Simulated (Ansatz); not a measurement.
**SiBrCl + HCl: a complex and its separated parts**

The complex below is one end of an elementary step. How strongly is it bound against its free parts?

The runs use Ansatz 0.2.0, Gaussian basis; PBE0-D4/def2-TZVP structures, single points in def2-TZVPP, no counterpoise correction.

Levels: SPW92, PBE-D4, BLYP-D4, r2SCAN-D4, B97M-V, PBE0-D4, B3LYP-D4, r2SCAN0-D4, BHLYP-D4, CAM-B3LYP-D4, wB97X-V, wB97M-V, B2PLYP, PBE-QIDH, RPA on PBE, Hartree-Fock, MP2, CCSD, CCSD(T).

Correlated methods freeze the cores. Filled d shells of the heavier atoms are correlated. B3LYP uses VWN-RPA correlation. B2PLYP carries no dispersion term here.

21 further runs of the same task are left out: 21 set aside as unsound or not needed.

### Step 1. The system as given

The complex: 5 atoms, charge 0, spin multiplicity 1.

Atoms are counted from 1 here; the program's logs count them from 0.

Bond lengths: Si1–Br2 2.291 Å, Si1–Cl5 2.081 Å, H3–Cl4 1.285 Å. Angles: Br2–Si1–Cl5 100.6°.

As a file:

```mol
BrCl2HSi
  3D, bonds by distance, orders not assigned

  5  3  0  0  0  0  0  0  0  0999 V2000
    0.4508    0.7129   -1.1131 Si  0  0
    0.1435   -1.5538   -1.2505 Br  0  0
    0.3123   -0.8629    1.5265 H   0  0
    0.6173    0.3412    1.8557 Cl  0  0
   -1.5240    1.3625   -1.0186 Cl  0  0
  1  2  8  0
  1  5  8  0
  3  4  8  0
M  END
```

Its parts: SiBrCl holds atoms 1, 2, 5; HCl holds atoms 3, 4. Each part counts its atoms afresh in its own runs.

### Step 2. Relaxing SiBrCl alone

relax-a/in.yaml reads:

```yaml
crystal:
  periodic: [false, false, false]
  atoms:
    - {symbol: Si, position_ang: [0.450847, 0.712868, -1.113096]}
    - {symbol: Br, position_ang: [0.143536, -1.553762, -1.250492]}
    - {symbol: Cl, position_ang: [-1.523997, 1.362472, -1.018624]}
basis:
  gaussian: {orbitals: def2-TZVP}
hamiltonian: {xc: pbe0, dispersion: d4}
relax: {f_tol: 0.005, max_steps: 200}
```

The command line of these runs was not kept.

Further steps of the session: Relaxing HCl alone; wB97M-V/def2-TZVPP; CCSD(T)/def2-TZVPP; Vibrations of SiBrCl; Vibrations of HCl.

Before running it: what results should come out? Wanted: complex less parts, CCSD(T)/def2-TZVPP; with zero-point energy; largest T1 diagnostic.

**Answer**, as computed:

| quantity | value |
| --- | --- |
| complex less parts, CCSD(T)/def2-TZVPP | -1.81 kcal/mol |
| with zero-point energy | -1.00 kcal/mol |
| largest T1 diagnostic | 0.011 |

**Reading.** At CCSD(T) the complex lies 1.81 kcal/mol below its parts. Among the functionals B2PLYP lands nearest to CCSD(T) (+0.30 kcal/mol) and SPW92 farthest (-5.81 kcal/mol). By rung, the mean size of the error is: LDA 5.81, GGA 2.83, meta-GGA 1.72, hybrid 2.13, range-separated hybrid 1.80, double hybrid 0.67 kcal/mol. PBE-D4 gives a relative energy 3.21 kcal/mol too low, an error of 178 % of the reference. No counterpoise was applied, and triple zeta lacks some correlation, so the CCSD(T) reference has a basis error of its own, and close matches with it are partly luck. The restricted Hartree–Fock reference is unstable towards an unrestricted one at one or more of these structures.
